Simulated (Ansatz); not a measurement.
**CH6FGeN: one species, many methods**

One table from this session's results is given with a row withheld; the runs are named, their logs left out.

Method: functionals in def2-TZVPP, the program's frozen cores in correlated methods; program: Ansatz 0.2.0, Gaussian basis.

Plan: PBE-D4, r2SCAN-D4, PBE0-D4, B3LYP-D4, ωB97X-V, ωB97M-V, B2PLYP; CCSD(T)/def2-TZVPP; MP2/def2-QZVPP; extrapolation to the limit.

## The relaxed structure

All runs share one geometry, relaxed beforehand with PBE0-D4 in a triple-zeta def2 set.

SMILES `N[CH](F)[GeH3]`, 10 atoms, charge 0, spin multiplicity 1.

Atoms are counted from 1 here; the program's logs count them from 0.

Bond lengths: N1–C2 1.403 Å, N1–H5 1.010 Å, N1–H6 1.012 Å, C2–F3 1.418 Å, C2–Ge4 1.983 Å, C2–H7 1.093 Å, Ge4–H8 1.539 Å, Ge4–H9 1.534 Å, Ge4–H10 1.536 Å. Angles: C2–N1–H5 113.4°, C2–N1–H6 113.4°, H5–N1–H6 109.9°, N1–C2–F3 113.0°, N1–C2–Ge4 111.2°, N1–C2–H7 109.3°, F3–C2–Ge4 107.6°, F3–C2–H7 105.1°, Ge4–C2–H7 110.6°, C2–Ge4–H8 107.7°, C2–Ge4–H9 109.9°, C2–Ge4–H10 109.5°, H8–Ge4–H9 110.1°, H8–Ge4–H10 109.6°, H9–Ge4–H10 110.1°.

The first run:

in.yaml

```yaml
crystal:
  periodic: [false, false, false]
  atoms:
    - {symbol: N, position_ang: [-0.754211, 1.174967, -0.563449]}
    - {symbol: C, position_ang: [0.331897, 0.630928, 0.137781]}
    - {symbol: F, position_ang: [1.566736, 0.796317, -0.539583]}
    - {symbol: Ge, position_ang: [0.079378, -1.310206, 0.456298]}
    - {symbol: H, position_ang: [-0.928857, 0.721179, -1.449206]}
    - {symbol: H, position_ang: [-0.685398, 2.175513, -0.696791]}
    - {symbol: H, position_ang: [0.452983, 1.162767, 1.085018]}
    - {symbol: H, position_ang: [-0.363830, -1.947458, -0.872335]}
    - {symbol: H, position_ang: [1.397022, -1.938332, 0.928780]}
    - {symbol: H, position_ang: [-1.012519, -1.516774, 1.516587]}
basis:
  gaussian: {orbitals: def2-TZVPP}
hamiltonian: {xc: pbe, dispersion: d4}
output: {forces: true, orbitals: {seedname: orbitals}}
```

Command:

```bash
$ ansatz run in.yaml --threads 4 --pin off --events-out ev --progress --plain --max-ram 10444MiB
```

Steps of the session up to this table: PBE-D4 (GGA); r2SCAN-D4 (meta-GGA); PBE0-D4 (hybrid); B3LYP-D4 (hybrid); ωB97X-V (range-separated); ωB97M-V (range-separated); B2PLYP (double hybrid); CCSD(T) in def2-TZVPP; MP2 in def2-QZVPP.

One table of the session follows, with a row left open; its other results are not shown here.

| method | atomisation energy (kJ/mol) |
| --- | --- |
| PBE-D4 | 3298.8 |
| r2SCAN-D4 | 3236.6 |
| PBE0-D4 | 3228.1 |
| B3LYP-D4 | 3239.0 |
| ωB97X-V | 3261.7 |
| ωB97M-V | 3241.4 |
| B2PLYP | 3201.1 |
| HF/def2-TZVPP | 2239.6 |
| MP2/def2-TZVPP | 3186.3 |
| CCSD/def2-TZVPP | 3113.9 |
| CCSD(T)/def2-TZVPP | 3162.7 |
| MP2/CBS | ? |
| CCSD(T)/CBS | 3246.5 |

Estimate the missing values for MP2/CBS.

**Answer.** atomisation energy (kJ/mol): 3270.1. In the column «atomisation energy (kJ/mol)» it lies between ωB97X-V (3261.7) and PBE-D4 (3298.8).

Caveats from the session: Free atoms (1 N, 1 C, 1 F, 1 Ge, 6 H) were run apart at each level; the atomisation energy is their sum less the molecule, without zero-point or spin-orbit terms.
